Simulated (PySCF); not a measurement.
**Accurate constants of GeI, step by step**

What constants does extrapolated CCSD(T) give for GeI, and what does each step add?

Computed with PySCF 2.14.0. Level: CCSD(T) on ROHF, scalar-relativistic core potentials.

2 further runs of the same task are left out: 2 set aside as unsound or not needed.

### 1 The job

```
molecule             : GeI
state                : doublet, unpaired electrons π ↑
smaller basis        : Ge cc-pwCVDZ-PP with ECP10, I aug-cc-pVDZ-PP with ECP28
larger basis         : Ge cc-pwCVTZ-PP with ECP10, I aug-cc-pVTZ-PP with ECP28
frozen core orbitals : 13
extrapolation        : correlation as n⁻³ (n = 2, 3), Hartree–Fock as (n+1)·exp(−9√n)
corrections          : none
distances (Å)        : 2.2405, 2.3423, 2.4442, 2.5460, 2.6479, 2.7752, 2.9025
masses (u)           : 73.9212, 126.9045
dissociation limit   : Ge + I
```

On the command line:

```
> OMP_NUM_THREADS=4 python comp.py task.json out
```

### 2 Coupled cluster at each distance

What does the calculation give? Wanted: for each run, Re; ωe; ωexe; αe; De.

The runs gave:

```csv
level,Re (Å),ωe (cm⁻¹),ωexe (cm⁻¹),αe (cm⁻¹),De (eV)
"CCSD(T), smaller basis",2.5699,230.8,0.517,0.000176,2.729
"CCSD(T), larger basis",2.5370,239.9,0.525,0.000176,2.932
HF/CBS,2.5688,231.9,0.479,0.000168,1.961
MP2/CBS,2.5117,248.5,0.512,0.000173,3.052
CCSD/CBS,2.5270,243.6,0.520,0.000175,2.835
CCSD(T)/CBS,2.5282,242.7,0.528,0.000176,3.000
```

**Reading.** The last step gives Re = 2.5282 Å, ωe = 242.7 cm⁻¹ and De = 3.000 eV; the smaller basis alone is off from it by +41.6 mÅ and -0.27 eV. Near the minimum the mean field binds by 1.96 eV and correlation adds 1.04 eV of binding. T1 is 0.020. Spin–orbit coupling and excitations beyond (T) are left out.
